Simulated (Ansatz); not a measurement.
# FGaH2SSe: one species, many methods

The task here is to estimate one member of a computed series from the others.

Computed with Ansatz 0.2.0, Gaussian basis. Level: functionals in def2-TZVPP, the program's frozen cores in correlated methods.

The runs, in order: LDA (SPW92), PBE-D4, revPBE-D4, BLYP-D4, r2SCAN-D4, B97M-V, PBE0-D4, B3LYP-D4, r2SCANh-D4, r2SCAN0-D4, HSE06-D4, BHLYP-D4, CAM-B3LYP-D4, LC-ωPBE, ωB97X-V, ωB97M-V, B2PLYP, PBE-QIDH; CCSD(T)/def2-SVP; CCSD(T)/def2-TZVPP; CCSD(T)/def2-QZVPP; extrapolation to the limit; RPA on PBE.

## The geometry

The geometry comes from an earlier relaxation with PBE0-D4 in a triple-zeta def2 set; it is a stationary point.

6 atoms, charge 0, spin multiplicity 1.

Atoms are counted from 1 here; the program's logs count them from 0.

Bond lengths: F1–Ga2 1.752 Å, Ga2–S3 2.184 Å, Ga2–Se4 2.303 Å, S3–H5 1.345 Å, Se4–H6 1.470 Å. Angles: F1–Ga2–S3 116.2°, F1–Ga2–Se4 116.0°, S3–Ga2–Se4 127.9°, Ga2–S3–H5 91.7°, Ga2–Se4–H6 91.0°.

The first run:

File in.yaml:

```yaml
crystal:
  periodic: [false, false, false]
  atoms:
    - {symbol: F, position_ang: [-0.000578, -1.900999, 1.000134]}
    - {symbol: Ga, position_ang: [-0.133940, -0.336852, 0.221739]}
    - {symbol: S, position_ang: [1.666913, 0.403666, -0.767770]}
    - {symbol: Se, position_ang: [-2.190510, 0.689300, 0.367361]}
    - {symbol: H, position_ang: [2.358196, -0.696405, -0.418922]}
    - {symbol: H, position_ang: [-1.700070, 1.841292, -0.402531]}
basis:
  gaussian: {orbitals: def2-TZVPP}
hamiltonian: {xc: lda}
output: {orbitals: {seedname: orbitals}}
```

The run is started by

```sh
> ansatz run in.yaml --threads 2 --pin off --events-out ev --progress --plain --max-ram 32768MiB --backend cpu
```

Among the steps run: LDA; PBE-D4 (GGA); revPBE-D4 (GGA); BLYP-D4 (GGA); r2SCAN-D4 (meta-GGA); B97M-V (meta-GGA); PBE0-D4 (hybrid); B3LYP-D4 (hybrid); r2SCANh-D4 (hybrid); r2SCAN0-D4 (hybrid); HSE06-D4 (hybrid); BHLYP-D4 (hybrid); CAM-B3LYP-D4 (range-separated); LC-ωPBE (range-separated); ωB97X-V (range-separated); ωB97M-V (range-separated); B2PLYP (double hybrid); PBE-QIDH (double hybrid).

One table of the session follows, with a row left open; its other results are not shown here.

It belongs to the step «Frontier levels by functional». 

| functional | HOMO (eV) | gap (eV) |
| --- | --- | --- |
| LDA (SPW92) | -6.67 | 4.16 |
| PBE-D4 | -6.51 | 4.31 |
| revPBE-D4 | -6.45 | 4.37 |
| BLYP-D4 | -6.33 | 4.17 |
| r2SCAN-D4 | -6.81 | 4.86 |
| B97M-V | -6.84 | 4.90 |
| PBE0-D4 | -7.68 | 6.37 |
| B3LYP-D4 | -7.43 | 5.80 |
| r2SCANh-D4 | -7.23 | 5.61 |
| r2SCAN0-D4 | -7.87 | 6.72 |
| HSE06-D4 | -7.28 | 5.61 |
| BHLYP-D4 | -8.67 | 8.25 |
| CAM-B3LYP-D4 | -8.94 | 8.57 |
| LC-ωPBE | -10.32 | 11.21 |
| ωB97X-V | -9.96 | 10.71 |
| ωB97M-V | ? | ? |

Estimate the missing values for ωB97M-V.

**Answer.** HOMO (eV): -9.81; gap (eV): 10.36. In the column «HOMO (eV)» it lies between ωB97X-V (-9.96) and CAM-B3LYP-D4 (-8.94).
